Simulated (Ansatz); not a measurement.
# YTe: the cost of one run

Method: DFT r²SCAN, frozen-core PAW and all-electron LAPW, scalar-relativistic unless said, in Ansatz 0.2.0.

The COD entry's cell or inner coordinates are ideal or old and differ from later refinements, so a difference from it is no clean test against experiment.

### Step 1. The structure to begin with

The structure is cubic, space group Fm-3m (No. 225). Conventional cell: a = 6.080 Å, b = 6.080 Å, c = 6.080 Å, α = 90.00°, β = 90.00°, γ = 90.00°. Y (site symmetry m-3m) has 6 Te at 3.04 Å in its first shell of neighbours. Te (site symmetry m-3m) has 6 Y at 3.04 Å in its first shell of neighbours.

As a file:

```xyz
2
Lattice="0.0000 3.0400 3.0400 3.0400 0.0000 3.0400 3.0400 3.0400 0.0000" Properties=species:S:1:pos:R:3 pbc="T T T"
Y     3.0400    3.0400    3.0400
Te    0.0000    0.0000    0.0000
```

Cartesian axes are those of the input's lattice vectors. The structure goes back to a database entry.

### Step 2. Cell and atoms relaxed, PAW

input.yaml

```yaml
crystal:
  lattice:
    - [0.0, 3.04, 3.04]
    - [3.04, 0.0, 3.04]
    - [3.04, 3.04, 0.0]
  atoms:
    - { symbol: "Y", position: [0.5, 0.5, 0.5] }
    - { symbol: Te, position: [0.0, 0.0, 0.0] }
kpoints:
  mp_grid: { grid: [12, 12, 12] }
scf:
  occupations: { method: fermi_dirac, width: 0.08 }
hamiltonian:
  xc: r2scan
  pseudopotentials: { kind: paw }
relax:
  f_tol: 0.002
  max_steps: 80
  cell: {}
output:
  forces: true
  stress: true
```

Run with:

```sh
$ ansatz run input.yaml --threads 1 --pin off --max-ram 2560MiB --backend cpu --events-out ev --progress --plain --runs-dir out
```

Q: Estimate wall time and peak memory on 1 thread of Intel Xeon 6975P-C (Granite Rapids), shared host.

About 29 s, with a peak of 0.61 GiB.
